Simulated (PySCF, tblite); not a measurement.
# C5H6F3P: geometry, infrared bands and NMR shifts

Aim: predict the infrared bands and NMR shifts of C5H6F3P (`C=C(C)PC(F)=C(F)F`).

The runs use tblite 0.8.0 and PySCF 2.14.0, with density-fitted response routines of our own; the level of theory stands in each step. All values are computed, except where a source is named. Atoms count from 0, in the outputs and in this text.

## Step 1: Starting geometry

15 atoms, charge 0, multiplicity 1; geometry from: force field or distance geometry start.

Bonds of the start (Å): C0–C1 1.34, C1–C2 1.49, C1–P3 1.86, P3–C4 1.83, C4–F5 1.36, C4–C6 1.34, C6–F7 1.35, C6–F8 1.36, C0–H9 1.09, C0–H10 1.08, C2–H11 1.10, C2–H12 1.09, C2–H13 1.10, P3–H14 1.41.

## Step 2: Relaxing the molecule with GFN2-xTB

What the job is given:

```
{"job": {"kind": "relax", "xc": "GFN2-xTB", "basis": "xTB"}, "charge": 0, "multiplicity": 1}
C     -1.308900    -1.411400    -0.489700
C     -1.074300    -0.296700     0.215600
C     -1.874100     0.949300     0.099200
P      0.314500    -0.315100     1.460200
C      1.560600     0.664900     0.555000
F      1.274200     1.955800     0.254000
C      2.738700     0.163700     0.164500
F      3.621500     0.944500    -0.496100
F      3.071700    -1.125200     0.440300
H     -2.130600    -1.437200    -1.209100
H     -0.740100    -2.321700    -0.384500
H     -2.319700     1.231700     1.063300
H     -1.273000     1.784000    -0.255900
H     -2.707600     0.826100    -0.612600
H      0.842700    -1.604700     1.231300
```

Run with:

```
$ OMP_NUM_THREADS=1 python probes_run.py task.json out
```

The driver reads the jobs from task.json and runs them one after another.

**Question.** This job is followed by: GFN2-xTB harmonic vibrations, gas phase; GIAO PBE0/pcSseg-1 NMR shielding, non-relativistic, gas phase. Predict these results of the whole session: strongest single infrared mode (GFN2-xTB); zero-point energy (GFN2-xTB); 13C shifts against TMS (PBE0/pcSseg-1); 1H shifts against TMS (PBE0/pcSseg-1, means over atoms taken as alike); 31P shifts against H3PO4 (PBE0/pcSseg-1); 19F shifts against CFCl3 (PBE0/pcSseg-1); surface potential, 1st and 99th percentile.

As calculated:

| quantity | value |
| --- | --- |
| strongest single infrared mode (GFN2-xTB) | 1722 cm⁻¹, 201 km/mol |
| zero-point energy (GFN2-xTB) | 60.6 kcal/mol |
| 13C shifts against TMS (PBE0/pcSseg-1) | 168.2, 153.2, 142.3, 130.5, 27.2 ppm |
| 1H shifts against TMS (PBE0/pcSseg-1, means over atoms taken as alike) | 5.85, 5.79, 4.79, 2.24 ppm |
| 31P shifts against H3PO4 (PBE0/pcSseg-1) | -76.1 ppm |
| 19F shifts against CFCl3 (PBE0/pcSseg-1) | -95.8, -115.5, -197.8 ppm |
| surface potential, 1st and 99th percentile | -0.64 V and 0.99 V |

The optimisation took 71 steps and gained 0.237 eV; among the close pairs (by a distance rule), C6–F8 changed most, from 1.359 to 1.329 Å. All 39 modes are real, so the xTB geometry is a minimum. The strongest single mode, at 1722 cm⁻¹, moves mainly C6 and C4. Unscaled tight-binding wavenumbers are off by several per cent, some by more. Its intensities can rank the bands wrongly. At PBE0/pcSseg-1: The widest tensor belongs to C1: span 241 ppm, with a paramagnetic part of -233 ppm. At PBE0/pcSseg-1, counted by nearest atom on the grid, the HOMO lies on P3 28 %; C4, C6 about 20 % each, the LUMO on C0, C1 about 24 % each; P3 12 %.
